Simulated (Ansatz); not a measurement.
**CH₃BO₂: one species, many methods**

An exercise on one series of results from a longer session: the logs are not shown, and one member is left open.

The runs use Ansatz 0.2.0, Gaussian basis; functionals in def2-TZVPP, the program's frozen cores in correlated methods.

Levels to be run: LDA (SPW92), PBE-D4, revPBE-D4, BLYP-D4, r2SCAN-D4, B97M-V, PBE0-D4, B3LYP-D4, r2SCANh-D4, r2SCAN0-D4, HSE06-D4, BHLYP-D4, CAM-B3LYP-D4, LC-ωPBE, ωB97X-V, ωB97M-V, B2PLYP, PBE-QIDH; CCSD(T)/def2-SVP; CCSD(T)/def2-TZVPP; MP2/def2-QZVPP; extrapolation to the limit; RPA on PBE.

### The relaxed structure

An earlier PBE0-D4 in a triple-zeta def2 set relaxation fixed the geometry.

SMILES `B1OCO1`, 7 atoms, charge 0, spin multiplicity 1.

Atoms are counted from 1 here; the program's logs count them from 0.

Bond lengths: B1–O2 1.381 Å, B1–O4 1.381 Å, B1–H5 1.186 Å, O2–C3 1.426 Å, C3–O4 1.426 Å, C3–H6 1.092 Å, C3–H7 1.092 Å. Angles: O2–B1–O4 98.3°, O2–B1–H5 130.8°, O4–B1–H5 130.8°, B1–O2–C3 83.7°, O2–C3–O4 94.2°, O2–C3–H6 112.3°, O2–C3–H7 112.3°, O4–C3–H6 112.3°, O4–C3–H7 112.3°, H6–C3–H7 112.2°, B1–O4–C3 83.7°.

Set-up of the first run:

Input file in.yaml:

```yaml
crystal:
  periodic: [false, false, false]
  atoms:
    - {symbol: B, position_ang: [-0.809559, 0.395900, -0.554864]}
    - {symbol: O, position_ang: [-0.617020, 0.250902, 0.804902]}
    - {symbol: C, position_ang: [0.629328, -0.317312, 0.409302]}
    - {symbol: O, position_ang: [0.385243, -0.146765, -0.985004]}
    - {symbol: H, position_ang: [-1.720612, 0.847478, -1.165338]}
    - {symbol: H, position_ang: [0.712430, -1.369546, 0.689612]}
    - {symbol: H, position_ang: [1.481490, 0.271343, 0.755690]}
basis:
  gaussian: {orbitals: def2-TZVPP}
hamiltonian: {xc: lda}
output: {orbitals: {seedname: orbitals}}
```

On the command line:

```console
$ ansatz run in.yaml --threads 2 --pin off --events-out ev --progress --plain --max-ram 4352MiB
```

Steps of the session up to this table: LDA; PBE-D4 (GGA); revPBE-D4 (GGA); BLYP-D4 (GGA); r2SCAN-D4 (meta-GGA); B97M-V (meta-GGA); B3LYP-D4 (hybrid); r2SCANh-D4 (hybrid); r2SCAN0-D4 (hybrid); HSE06-D4 (hybrid); BHLYP-D4 (hybrid); CAM-B3LYP-D4 (range-separated); LC-ωPBE (range-separated); ωB97X-V (range-separated); ωB97M-V (range-separated); B2PLYP (double hybrid); PBE-QIDH (double hybrid).

One of the session's tables, all rows but one given; the rest of the session is left out.

It belongs to the step «Frontier levels by functional». 

```
  functional  HOMO (eV)  gap (eV)
 LDA (SPW92)      -7.97      7.06
      PBE-D4      -7.74      7.07
   revPBE-D4          ?         ?
     BLYP-D4      -7.62      7.03
   r2SCAN-D4      -8.09      7.83
      B97M-V      -8.19      7.79
     PBE0-D4      -9.41      9.69
    B3LYP-D4      -9.12      9.12
  r2SCANh-D4      -8.72      8.79
  r2SCAN0-D4      -9.68     10.23
    HSE06-D4      -9.00      8.91
    BHLYP-D4     -11.03     12.17
CAM-B3LYP-D4     -10.91     12.16
     LC-ωPBE     -12.30     14.78
     ωB97X-V     -11.93     14.29
     ωB97M-V     -11.88     13.89
```

Estimate the missing values for revPBE-D4.

**Answer.** HOMO (eV): -7.66; gap (eV): 7.08. In the column «HOMO (eV)» it lies between PBE-D4 (-7.74) and BLYP-D4 (-7.62).
